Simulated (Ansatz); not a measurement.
# B2W: the cost of one run

Program: Ansatz 0.2.0. Level of theory: DFT PBEsol, with the methods named in each step. These are calculated values, not measurements.

## 1. The starting structure

It takes space group P6/mmm (No. 191, hexagonal). Conventional cell: a = 3.020 Å, b = 3.020 Å, c = 3.050 Å, α = 90.00°, β = 90.00°, γ = 120.00°. B (site symmetry -6m2) has 3 B at 1.74 Å and 6 W at 2.32 Å as nearest neighbours. W (site symmetry 6/mmm) is surrounded by 12 B at 2.32 Å.

Coordinates:

```cif
data_structure
_symmetry_space_group_name_H-M 'P6/mmm'
_symmetry_Int_Tables_number 191
_cell_length_a 3.0200
_cell_length_b 3.0200
_cell_length_c 3.0500
_cell_angle_alpha 90.000
_cell_angle_beta 90.000
_cell_angle_gamma 120.000
_cell_volume 24.09
loop_
_atom_site_label
_atom_site_type_symbol
_atom_site_symmetry_multiplicity
_atom_site_Wyckoff_symbol
_atom_site_fract_x
_atom_site_fract_y
_atom_site_fract_z
_atom_site_occupancy
B1 B 2 d 0.33333 0.66667 0.50000 1
W1 W 1 a 0.00000 0.00000 0.00000 1
```

The file gives the conventional cell by its symmetry; the runs use the cell typed in the input.

Atoms are numbered in the order of the input: B1, B2, W3.

## 2. Cell and atoms relaxed, PAW

The input, input.yaml:

```yaml
crystal:
  lattice:
    - [3.02, 0.0, 0.0]
    - [-1.51, 2.6153967194, 0.0]
    - [0.0, 0.0, 3.05]
  atoms:
    - { symbol: B, position: [0.3333333333, 0.6666666667, 0.5] }
    - { symbol: B, position: [0.6666666667, 0.3333333333, 0.5] }
    - { symbol: W, position: [0.0, 0.0, 0.0] }
kpoints:
  mp_grid: { grid: [14, 14, 12] }
scf:
  occupations: { method: fermi_dirac, width: 0.05 }
hamiltonian:
  xc: pbesol
  pseudopotentials: { kind: paw }
output:
  forces: true
  stress: true
relax:
  f_tol: 0.005
  max_steps: 50
  cell: {}
```

Launch:

```bash
$ ansatz run input.yaml --threads 1 --pin off --max-ram 3072MiB --backend cpu --events-out ev --progress --plain --runs-dir out
```

What time and memory should one allow on 1 thread of Intel Xeon Platinum 8488C (Sapphire Rapids), shared host?

About 17 s, with a peak of 0.43 GiB.
